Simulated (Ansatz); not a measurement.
# ClH4N2OV: the cost of one run

Computed with Ansatz 0.2.0, Gaussian basis. Level: the settings change from run to run.

## Step 1: The geometry

The geometry comes from an earlier relaxation with PBE0-D4 in a triple-zeta def2 set; it is a stationary point, not always the lowest conformer.

SMILES `[NH]=[V]([NH2])([OH])[Cl]`, 9 atoms, charge 0, spin multiplicity 1.

Atoms are counted from 1 here; the program's logs count them from 0.

Bond lengths: N1–V2 1.601 Å, N1–H6 1.012 Å, V2–N3 1.812 Å, V2–O4 1.764 Å, V2–Cl5 2.184 Å, N3–H7 1.007 Å, N3–H8 1.012 Å, O4–H9 0.959 Å. Angles: V2–N1–H6 169.4°, N1–V2–N3 104.4°, N1–V2–O4 111.5°, N1–V2–Cl5 109.5°, N3–V2–O4 110.8°, N3–V2–Cl5 110.6°, O4–V2–Cl5 109.9°, V2–N3–H7 127.4°, V2–N3–H8 120.1°, H7–N3–H8 112.3°, V2–O4–H9 124.1°.

As a file:

```
N    -0.07276    1.53279    0.01017
V    -0.17245   -0.01869   -0.37269
N     1.21387   -0.79024    0.50282
O    -1.70772   -0.71439    0.14802
Cl    0.05601   -0.25349   -2.53188
H    -0.03761    2.54195    0.07026
H     1.92354   -0.33121    1.04976
H     1.29546   -1.79856    0.53707
H    -2.40983   -0.21448    0.56936
```

## Step 2: PBE0-DH/x2c-TZVPPall

Options: atoms shaken by 0.15 Å.

Contents of in.yaml:

```yaml
crystal:
  periodic: [false, false, false]
  atoms:
    - {symbol: N, position_ang: [-0.094405, 1.794401, 0.141511]}
    - {symbol: V, position_ang: [-0.267734, -0.249609, -0.415819]}
    - {symbol: N, position_ang: [1.358569, -0.586034, 0.581485]}
    - {symbol: O, position_ang: [-1.532031, -0.630072, 0.051054]}
    - {symbol: Cl, position_ang: [-0.116633, 0.098006, -2.523226]}
    - {symbol: H, position_ang: [0.212391, 2.507488, 0.213506]}
    - {symbol: H, position_ang: [1.761651, -0.469965, 0.974875]}
    - {symbol: H, position_ang: [1.412171, -1.613628, 0.236281]}
    - {symbol: H, position_ang: [-2.283201, 0.019442, 0.516148]}
basis:
  gaussian: {orbitals: x2c-TZVPPall}
hamiltonian: {xc: {name: PBE0-DH}}
output: {forces: true}
```

Launch:

```sh
ansatz run in.yaml --threads 4 --pin off --events-out ev --progress --plain --max-ram 10444MiB
```

**Question.** How long does this run take on 4 threads of AMD EPYC 7R43, shared host, and how much memory does it need?

About 33 s, with a peak of 0.9 GiB.
